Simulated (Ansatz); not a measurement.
# C₃NiO₃: a ladder of functionals and wavefunction methods

One table from this session's results is given with a row withheld; the runs are named, their logs left out.

Method: functionals in def2-TZVPP, the program's frozen cores in correlated methods; program: Ansatz 0.2.0, Gaussian basis.

Levels to be run: LDA (SPW92), PBE-D4, revPBE-D4, BLYP-D4, r2SCAN-D4, B97M-V, PBE0-D4, B3LYP-D4, r2SCANh-D4, r2SCAN0-D4, HSE06-D4, BHLYP-D4, CAM-B3LYP-D4, LC-ωPBE, ωB97X-V, ωB97M-V, B2PLYP, PBE-QIDH; CCSD(T)/def2-SVP; CCSD(T)/def2-TZVPP; MP2/def2-QZVPP; extrapolation to the limit; RPA on PBE.

## The relaxed structure

An earlier PBE0-D4 in a triple-zeta def2 set relaxation fixed the geometry.

SMILES `[O+]#[C][Ni-3]([C]#[O+])[C]#[O+]`, 7 atoms, charge 0, spin multiplicity 1.

Atoms are counted from 1 here; the program's logs count them from 0.

Bond lengths: O1–C2 1.134 Å, C2–Ni3 1.797 Å, Ni3–C4 1.797 Å, Ni3–C6 1.797 Å, C4–O5 1.134 Å, C6–O7 1.134 Å. Angles: O1–C2–Ni3 180.0°, C2–Ni3–C4 120.0°, C2–Ni3–C6 120.0°, C4–Ni3–C6 120.0°, Ni3–C4–O5 180.0°, Ni3–C6–O7 180.0°.

Set-up of the first run:

Contents of in.yaml:

```yaml
crystal:
  periodic: [false, false, false]
  atoms:
    - {symbol: O, position_ang: [0.798988, -2.562156, 1.179784]}
    - {symbol: C, position_ang: [0.489725, -1.570743, 0.723733]}
    - {symbol: Ni, position_ang: [-0.000161, 0.000101, 0.000401]}
    - {symbol: C, position_ang: [-1.312299, 0.053823, -1.226822]}
    - {symbol: O, position_ang: [-2.140176, 0.087633, -2.001421]}
    - {symbol: C, position_ang: [0.822436, 1.517027, 0.503488]}
    - {symbol: O, position_ang: [1.341467, 2.474326, 0.820837]}
basis:
  gaussian: {orbitals: def2-TZVPP}
hamiltonian: {xc: lda}
output: {orbitals: {seedname: orbitals}}
```

The run is started by

```
$ ansatz run in.yaml --threads 4 --pin off --events-out ev --progress --plain --max-ram 11315MiB
```

Among the steps run: LDA; PBE-D4 (GGA); revPBE-D4 (GGA); BLYP-D4 (GGA); r2SCAN-D4 (meta-GGA); B97M-V (meta-GGA); PBE0-D4 (hybrid); B3LYP-D4 (hybrid); r2SCANh-D4 (hybrid); r2SCAN0-D4 (hybrid); HSE06-D4 (hybrid); BHLYP-D4 (hybrid); CAM-B3LYP-D4 (range-separated); LC-ωPBE (range-separated); ωB97X-V (range-separated); ωB97M-V (range-separated); B2PLYP (double hybrid); PBE-QIDH (double hybrid).

One of the session's tables, all rows but one given; the rest of the session is left out.

It belongs to the step «Orbital energies across the functionals». 

```
  functional  HOMO (eV)  LUMO (eV)  gap (eV)
 LDA (SPW92)      -6.26      -3.91      2.35
      PBE-D4      -5.97      -3.61      2.35
   revPBE-D4          ?          ?         ?
     BLYP-D4      -5.88      -3.50      2.38
   r2SCAN-D4      -6.10      -3.53      2.57
      B97M-V      -6.07      -3.42      2.64
     PBE0-D4      -7.37      -2.65      4.72
    B3LYP-D4      -7.18      -2.90      4.28
  r2SCANh-D4      -6.73      -3.16      3.57
  r2SCAN0-D4      -7.51      -2.61      4.90
    HSE06-D4      -6.97      -3.03      3.95
    BHLYP-D4      -8.38      -1.60      6.78
CAM-B3LYP-D4      -8.69      -1.57      7.11
     LC-ωPBE      -9.92      -0.41      9.50
     ωB97X-V      -9.59      -0.47      9.12
     ωB97M-V      -9.58      -0.52      9.06
```

Q: Estimate the row for revPBE-D4 from the others.

The run gave: HOMO (eV): -5.86; LUMO (eV): -3.50; gap (eV): 2.36. In the column «HOMO (eV)» it is the highest.
